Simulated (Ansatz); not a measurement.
Fe₃Co, space group P4/mmm, a convergence test of the k-point mesh

Program: the Ansatz DFT code, driven from Python.

Run as a notebook:

```python
from dataclasses import dataclass

import ansatz as az
```

```python
@dataclass(frozen=True)
class Settings:
    dispersion: str = "d3bj"
    smearing: str = "fermi_dirac"
    sigma: float = 0.15
```

```python
opts = Settings()
```

```python
system = (
    az.Lattice.from_parameters(4.023579, 4.023579, 2.827705, alpha=90, beta=90, gamma=90)
    .space_group(123, hermann_mauguin="P4/mmm")
    .atom("Fe", [0.5, 0.5, 0.0])
    .atom("Fe", [0.5, 0.0, 0.5])
    .atom("Co", [0.0, 0.0, 0.0])
    .moments(Fe=3.5, Co=2.5)
)
```

```python
[site.symbol for site in system.resolved().sites]
```

    ['Fe', 'Fe', 'Fe', 'Co']

```python
model = (
    system.calculation()
    .functional(az.Functional.PBESOL, dispersion=opts.dispersion)
    .pseudopotentials("paw")
    .occupations(opts.smearing, width=opts.sigma)
    .spin(az.SpinTreatment.COLLINEAR)
)
```

```python
rows = []
for value in [0.8, 0.6, 0.5, 0.4, 0.33]:
    report = model.kpoints(spacing=value).run().report
    rows.append((value, report["free_energy_ev"] / len(report["lattice"]["sites"]), report["n_iterations"], report["magnetization_mub"], report["n_kpoints"]))

print("spacing (1/A)   F/atom (eV)    iterations  moment (muB)      k-points")
for row in rows:
    print(f"{str(row[0]):>12s}  {row[1]:12.5f}  {row[2]:12d}  {row[3]:12.3f}  {row[4]:12d}")
```

    DeckWarning: basis.ecutwfc = 420 eV, auto-derived from the records' recommended cutoffs: set by Fe (normal level)
    spacing (1/A)   F/atom (eV)    iterations  moment (muB)      k-points
             0.8   -4610.14356            15         8.688             6
             0.6   -4610.24520            15         8.854             9
             0.5   -4610.25448            15         9.117            18
             0.4   -4610.24570            14         9.076            24
            0.33   -4610.25664            15         9.086            24

```python
# differences from the last row
for row in rows[:-1]:
    shift = 1000 * (row[1] - rows[-1][1])
    print(f"{row[0]}: {shift:+.2f} meV/atom" + ("  (within 2 meV)" if abs(shift) < 2 else ""))
```

    0.8: +113.08 meV/atom
    0.6: +11.43 meV/atom
    0.5: +2.16 meV/atom
    0.4: +10.94 meV/atom

Notes:
- The magnetic order follows from the starting moments and needn't be the lowest.
- Dispersion corrections can be off by several per cent in the lattices of metals, and by several GPa in the pressure at a fixed cell.
- A Fermi-Dirac width this large means warm electrons, whose thermal share enters the free energy.
- This cell is a computed structure, which may not be the phase found in nature.
- Warnings are shown shortened and without file and line.
- Shifts are counted from the finest mesh, which is itself no proven limit.
- Timing: 49 s on 1 thread of Arm Neoverse V2 (shared host), peak memory 0.51 GiB.
